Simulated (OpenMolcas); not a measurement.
# Pt⁶⁺ among point charges: CASSCF and CASPT2 levels and susceptibility

Aim: the splitting of the states of Pt⁶⁺ in the field of 6 point charges, its lowest levels with spin-orbit coupling and its magnetic susceptibility.

Method: state-averaged CASSCF and CASPT2, spin-orbit coupling by RASSI with atomic mean-field integrals. Code: OpenMolcas 26.06.

**1. The system**

| Quantity | Value |
| --- | --- |
| Species | Pt⁶⁺ (platinum, Z = 78, 72 electrons) |
| Basis | ANO-RCC-VDZP [7s6p4d2f], 59 functions |
| Scalar Hamiltonian | DKH2, point nucleus |
| Inactive shells | 1s 2s 2p 3s 3p 3d 4s 4p 4d 4f 5s 5p |
| Active space | 4 electrons in 5 orbitals (5d) |
| Some configurations of this space | 5d4 |
| Orbitals | optimised for each spin and parity, averaged over all roots |

The outer shells:

5d4
```
5d [↑ ][↑ ][↑ ][↑ ][  ]
```

The ion sits among 6 point charges of -1.36 e arranged as a tetragonal octahedron (D4h), 1.99 Å from the ion, with the axial distance 2.308 Å.

Each step is its own input file, run in one work folder so that later steps find the files of earlier ones. Labels, J, g values, rates, χT and fits are worked out afterwards by a script from the matrices that RASSI stores. The input lists half of the charges; inversion (Group=XYZ) makes the rest.

**2. GATEWAY and SEWARD: basis and integrals**

Contents of a.inp:

```
&GATEWAY
Coord
1

Pt 0.0 0.0 0.0
Basis=ANO-RCC-VDZP
Group=XYZ
NoMove
AngMom=0.0 0.0 0.0
AMFI
XField
3 Angstrom 0
1.990000 0.000000 0.000000 -1.360000
0.000000 1.990000 0.000000 -1.360000
0.000000 0.000000 2.308400 -1.360000
&SEWARD
```

Launch:

```sh
> OMP_NUM_THREADS=1 MOLCAS_MEM=1689 MOLCAS_PROJECT=a pymolcas a.inp > a.log
```

What it wrote:

```text
Basis set label: PT.ANO-RCC...7S6P4D2F.

      Electronic valence basis set:
      ------------------
      Associated Effective Charge  78.000000 au
      Associated Actual Charge     78.000000 au
      Nuclear Model: Point charge

      Shell  nPrim  nBasis  Cartesian Spherical Contaminant
         s      24       7        X
         p      21       6        X
         d      15       4                 X
         f      11       2                 X
                  Relativistic Douglas-Kroll-Hess integrals:
                    - DKH order of Hamiltonian: 2
                    - DKH order of Properties : 0
                  Atomic mean-field integrals
```

**3. Reference wave functions, quintets of even parity, 5 roots**

Contents of a.inp:

```
&RASSCF
FileOrb=start.orb
Symmetry=1
Spin=5
nActEl=4 0 0
Inactive=15 19
Ras2=5 0
CIRoot=5 5 1
SDav=5
CIMx=300
Iter=120 100
PrWF=0.3
OrbListing=Nothing
MaxOrb=0
>>> COPY $Project.JobIph JOB001
```

start.orb holds the contracted functions of the basis, ordered by shell, or the orbitals of the step before.

What it wrote, cut to the lines that bear on the results:

```text
[...]
      Number of active orbitals                  5
[...]
      Spin quantum number                      2.0
[...]
      Active orbitals                            5   0
[...]
      Number of CSFs                             5
      Number of root(s) required                 5
[...]
      Convergence after  7 iterations
[...]
      Natural orbitals and occupation numbers for root  1
      sym 1:   1.000000   1.000000   1.000000   1.000000   0.000000
      Natural orbitals and occupation numbers for root  2
      sym 1:   0.000000   1.000000   1.000000   1.000000   1.000000
      Natural orbitals and occupation numbers for root  3
      sym 1:   1.000000   1.000000   0.000000   1.000000   1.000000
::    RASSCF root number  1 Total energy: -18399.94807937
::    RASSCF root number  2 Total energy: -18399.92862419
::    RASSCF root number  3 Total energy: -18399.92471689
::    RASSCF root number  4 Total energy: -18399.91619778
::    RASSCF root number  5 Total energy: -18399.91619778
```

**4. CASSCF: triplets of even parity, 45 roots**

Contents of a.inp:

```
&RASSCF
FileOrb=start.orb
Symmetry=1
Spin=3
nActEl=4 0 0
Inactive=15 19
Ras2=5 0
CIRoot=45 45 1
SDav=45
CIMx=300
Iter=120 100
PrWF=0.3
OrbListing=Nothing
MaxOrb=0
>>> COPY $Project.JobIph JOB002
```

What it wrote, cut to the lines that bear on the results:

```text
[...]
      Number of active orbitals                  5
[...]
      Spin quantum number                      1.0
[...]
      Active orbitals                            5   0
[...]
      Number of CSFs                            45
      Number of root(s) required                45
[...]
      Convergence after  7 iterations
[...]
      Natural orbitals and occupation numbers for root  1
      sym 1:   1.650102   0.986950   0.067779   0.285589   1.009580
      Natural orbitals and occupation numbers for root  2
      sym 1:   0.986950   1.009580   0.285589   0.067779   1.650102
      Natural orbitals and occupation numbers for root  3
      sym 1:   1.305533   0.993830   0.658825   0.047981   0.993830
::    RASSCF root number  1 Total energy: -18399.85181820
::    RASSCF root number  2 Total energy: -18399.85181820
::    RASSCF root number  3 Total energy: -18399.84824255
[...]
::    RASSCF root number 27 Total energy: -18399.80088080
::    RASSCF root number 28 Total energy: -18399.79948961
::    RASSCF root number 29 Total energy: -18399.79392460
::    RASSCF root number 30 Total energy: -18399.79392460
```

**5. Reference wave functions, singlets of even parity, 50 roots**

Contents of a.inp:

```
&RASSCF
FileOrb=start.orb
Symmetry=1
Spin=1
nActEl=4 0 0
Inactive=15 19
Ras2=5 0
CIRoot=50 50 1
SDav=50
CIMx=300
Iter=120 100
PrWF=0.3
OrbListing=Nothing
MaxOrb=0
>>> COPY $Project.JobIph JOB003
```

What it wrote, cut to the lines that bear on the results:

```text
[...]
      Number of active orbitals                  5
[...]
      Spin quantum number                      0.0
[...]
      Active orbitals                            5   0
[...]
      Number of CSFs                            50
      Number of root(s) required                50
[...]
      Convergence after  6 iterations
[...]
      Natural orbitals and occupation numbers for root  1
      sym 1:   0.740673   0.150635   1.357565   0.393561   1.357566
      Natural orbitals and occupation numbers for root  2
      sym 1:   0.051573   0.462652   1.038946   0.953138   1.493691
      Natural orbitals and occupation numbers for root  3
      sym 1:   0.051573   0.953138   1.493691   0.462652   1.038946
::    RASSCF root number  1 Total energy: -18399.80608384
::    RASSCF root number  2 Total energy: -18399.80550267
::    RASSCF root number  3 Total energy: -18399.80550267
[...]
::    RASSCF root number 27 Total energy: -18399.73814842
::    RASSCF root number 28 Total energy: -18399.73642868
::    RASSCF root number 29 Total energy: -18399.72721611
::    RASSCF root number 30 Total energy: -18399.72534002
```

**6. RASSI: spin-orbit coupling between the states**

Contents of a.inp:

```
&RASSI
NrOfJobIphs=3 5 45 50
1 2 3 4 5
1 2 3 4 5 6 7 8 9 10 11 12 13 14 15 16 17 18 19 20 21 22 23 24 25 26 27
28 29 30 31 32 33 34 35 36 37 38 39 40 41 42 43 44 45
1 2 3 4 5 6 7 8 9 10 11 12 13 14 15 16 17 18 19 20 21 22 23 24 25 26 27
28 29 30 31 32 33 34 35 36 37 38 39 40 41 42 43 44 45 46 47 48 49 50
IphNames
JOB001
JOB002
JOB003
EJob
SpinOrbit
DIPRint=1.0
SOCoupling=1000.0
Subsets=2
Property=9
'ANGMOM' 1 'ANGMOM' 2 'ANGMOM' 3 'MLTPL  1' 1 'MLTPL  1' 2 'MLTPL  1' 3
'AMFI' 1 'AMFI' 2 'AMFI' 3
SOProperty=3
'ANGMOM' 1 'ANGMOM' 2 'ANGMOM' 3
```

What it wrote, cut to the lines that bear on the results:

```text
SPIN-FREE ENERGIES:
  (Shifted by EMIN (a.u.) =     -18399.9480793702)
 SF State       Relative EMIN(au)   Rel lowest level(eV)    D:o, cm**(-1)      L_eff
     1             0.0000000000        0.0000000000              0.0000         2.0
     2             0.0194551811        0.5294024485           4269.9187         2.0
     3             0.0233624827        0.6357255413           5127.4723         2.0
     4             0.0318815877        0.8675421958           6997.1997         2.0
     5             0.0318815877        0.8675421958           6997.1997         2.0
     6             0.0962611690        2.6193998495          21126.8846         4.5
     7             0.0962611690        2.6193998495          21126.8846         4.5
     8             0.0998368206        2.7166982871          21911.6494         4.7
     9             0.1011185244        2.7515752243          22192.9509         4.8
    10             0.1084530956        2.9511590745          23802.7032         4.8
[...]
Eigenvalues of complex Hamiltonian:
   -----------------------------------
  (Shifted by EMIN (a.u.) =     -18399.9480793702)
 SO State       Relative EMIN(au)   Rel lowest level(eV)    D:o, cm**(-1)     J-value
     1            -0.0837897670        0.0000000000              0.0000         0.2
     2            -0.0562724579        0.7487841260           6039.3513         1.1
     3            -0.0468902323        1.0040874921           8098.5118         0.9
     4            -0.0468902323        1.0040874917           8098.5118         0.9
     5            -0.0273391251        1.5361002201          12389.4838         1.6
     6            -0.0243985664        1.6161168988          13034.8619         2.0
     7            -0.0221237523        1.6780177435          13534.1258         1.9
     8            -0.0221237523        1.6780177432          13534.1258         1.9
     9            -0.0151967164        1.8665119932          15054.4345         1.1
    10            -0.0040971525        2.1685465131          17490.5072         1.9
    11            -0.0040971525        2.1685465130          17490.5072         1.9
[...]
```

These steps: 24 s of run time, 1 thread of Arm Neoverse V1, shared host.

States without spin-orbit coupling:

| state | degeneracy | E (cm-1) | free-ion L (%) |
| --- | --- | --- | --- |
| 5B1 | 1 | 0 | D (100) |
| 5B2 | 1 | 4270 | D (100) |
| 5A1 | 1 | 5127 | D (100) |
| 5E | 2 | 6997 | D (100) |
| 3E | 2 | 21127 | H (69) |
| 3A2 | 1 | 21912 | H (81) |
| 3B1 | 1 | 22193 | H (85) |
| 3A1 | 1 | 23803 | H (82) |
| 3E | 2 | 24653 | H (67) |
| 3A2 | 1 | 25143 | P (52) |
| 3E | 2 | 25428 | H (46) |
| 3B2 | 1 | 25624 | H (90) |
| 3B1 | 1 | 26544 | F (84) |
| 3A2 | 1 | 26694 | H (57) |
| 3E | 2 | 27618 | H (49) |
| 3B2 | 1 | 27759 | F (76) |
| 3A1 | 1 | 28720 | G (80) |
| 3E | 2 | 29297 | F (62) |
| 3E | 2 | 29733 | G (69) |
| 3B1 | 1 | 30005 | G (71) |
| 3A1 | 1 | 30575 | G (99) |
| 3A2 | 1 | 30933 | P (36) |
| 1A1 | 1 | 31164 | I (91) |
| 1E | 2 | 31292 | I (80) |

With spin-orbit coupling:

| E (cm-1) | Degeneracy | Label | 2S+1 | g |
| --- | --- | --- | --- | --- |
| 0.0 | 1 | A1 | 5 |  |
| 6039 | 1 | A2 | 5 |  |
| 8099 | 2 | E | 5 | 0.00 0.00 1.80 |
| 12389 | 1 | B1 | 5 |  |
| 13035 | 1 | A1 | 5 |  |
| 13534 | 2 | E | 5 | 0.00 0.00 2.09 |
| 15054 | 1 | B2 | 5 |  |
| 17491 | 2 | E | 5 | 0.00 0.00 6.20 |
| 17664 | 1 | B1 | 5 |  |
| 18555 | 1 | B2 | 5 |  |
| 19159 | 1 | A2 | 5 |  |
| 19568 | 2 | E | 5 | 0.00 0.00 3.19 |
| 19668 | 1 | A1 | 5 |  |
| 20266 | 1 | A2 | 5 |  |
| 21272 | 1 | B2 | 5 |  |
| 21424 | 1 | A1 | 5 |  |
| 21440 | 2 | E | 5 | 0.00 0.00 1.54 |
| 21687 | 1 | B1 | 5 |  |
| 22084 | 2 | E | 5 | 0.00 0.00 7.55 |
| 27794 | 1 | A1 | 3 |  |
| 29564 | 2 | E | 3 | 0.00 0.00 5.12 |
| 30041 | 1 | B2 | 3 |  |
| 30470 | 1 | B1 | 3 |  |
| 30518 | 1 | A1 | 3 |  |

The table of states holds 24 of 76 computed; the rest, higher up, is left out. Principal g values are given for doublets only; a zero marks a field direction without first-order Zeeman splitting.

Powder χT (cm³ K/mol): 0.00 at 2 K, 0.00 at 5 K, 0.00 at 10 K, 0.00 at 20 K, 0.01 at 50 K, 0.01 at 100 K, 0.02 at 150 K, 0.02 at 200 K, 0.03 at 250 K, 0.04 at 300 K.

Orbitals of the lowest block (energies include the constant potential of the surroundings):

```csv
shell,space,energy (hartree),mean occupation,⟨r²⟩ (bohr²)
1s,inactive,-2891.3618,2.000,0.000375
2s,inactive,-514.7722,2.000,0.00612
2p,inactive,-448.5382,6.000,0.00512
3s,inactive,-124.2565,2.000,0.0398
3p,inactive,-104.5087,6.000,0.0407
3d,inactive,-82.0020,10.000,0.0340
4s,inactive,-28.8915,2.000,0.195
4p,inactive,-22.2629,6.000,0.220
4d,inactive,-13.8303,10.000,0.253
4f,inactive,-4.4702,14.000,0.314
5s,inactive,-5.4279,2.000,1.03
5p,inactive,-3.5027,6.000,1.28
5d,RAS2,,4.000,2.02
```

[end of part 1 of 2]
